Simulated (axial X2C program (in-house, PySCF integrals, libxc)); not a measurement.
# A two-component session on HfGa: properties at the nuclei

Aim: properties at the nuclei of HfGa, with spin–orbit coupling in the Hamiltonian from the start.

The runs use an in-house X2C program for linear molecules on PySCF integrals; two-component X2C with atomic mean-field terms, Hf dyall-cv3z, Ga dyall-cv3z.

All values are calculated.

### 1 Set-up

task.json

```json
{"zs": [72, 31], "q": 0, "bas": ["dyall-cv3z", "dyall-cv3z"], "r0": 2.76, "levels": ["PBE0", "HF", "r2SCAN", "BHandHLYP", "PBE50"], "nst": 3}
```

Keys: zs atomic numbers; q charge; bas basis sets; r0 starting distance in Å; levels methods (HF also brings MP2); nst determinants followed.

Command:

```bash
$ python soeom.py task.json out
```

The runs that follow: Expectation values, lowest determinant; Expectation values, a higher determinant; Expectation values, a higher determinant.

What does the calculation give? Wanted: lowest determinant; Eeff magnitude; Ws magnitude Hf; A∥/gI Hf; qzz Hf; higher determinant (for each run or level that gives them).

**Answer**, as computed:

| quantity | value |
| --- | --- |
| lowest determinant | Ω = 3/2 (excess of +ω over −ω: ω = 3/2) |
| Eeff magnitude (GV/cm), PBE0 | 14.4 |
| Ws magnitude Hf (kHz), PBE0 | 10.6 |
| A∥/gI Hf (MHz), PBE0 | -78.1 |
| qzz Hf (a.u.), PBE0 | -5.29 |
| higher determinant | Ω = 1/2 (excess of +ω over −ω: ω = 1/2) |
| Eeff magnitude (GV/cm), PBE0, higher determinant | 3.96 |
| Ws magnitude Hf (kHz), PBE0, higher determinant | 11.9 |
| A∥/gI Hf (MHz), PBE0, higher determinant | 737 |
| qzz Hf (a.u.), PBE0, higher determinant | 0.72 |
| higher determinant | Ω = 1/2 (excess of +ω over −ω: 2 × ω = -1/2, ω = 3/2) |
| Eeff magnitude (GV/cm), PBE0, higher determinant | 2.36 |
| Ws magnitude Hf (kHz), PBE0, higher determinant | 1.61 |
| A∥/gI Hf (MHz), PBE0, higher determinant | -164 |
| qzz Hf (a.u.), PBE0, higher determinant | -5.00 |

What this shows: In the first state, the effective field runs from 14.4 to 86 GV/cm over the mean-field levels, so the levels don't agree on it. The expectation values come from single determinants, which for open shells can mix terms of unlike spin or miss the lowest Ω, so a determinant need not be a state. Eeff is the effective electric field on the electron dipole moment in this Ω state and Ws the scalar–pseudoscalar constant (defined with the proton number Z and per Ω); A∥ is the parallel hyperfine constant, which follows by multiplying with the nuclear g factor gI = μI/(I μN); qzz is the electric field gradient, eQq0 = 234.96 MHz × Q/barn × qzz; μ is positive if Ga is the positive end. The operators were transformed with the bare-nucleus X2C matrices.
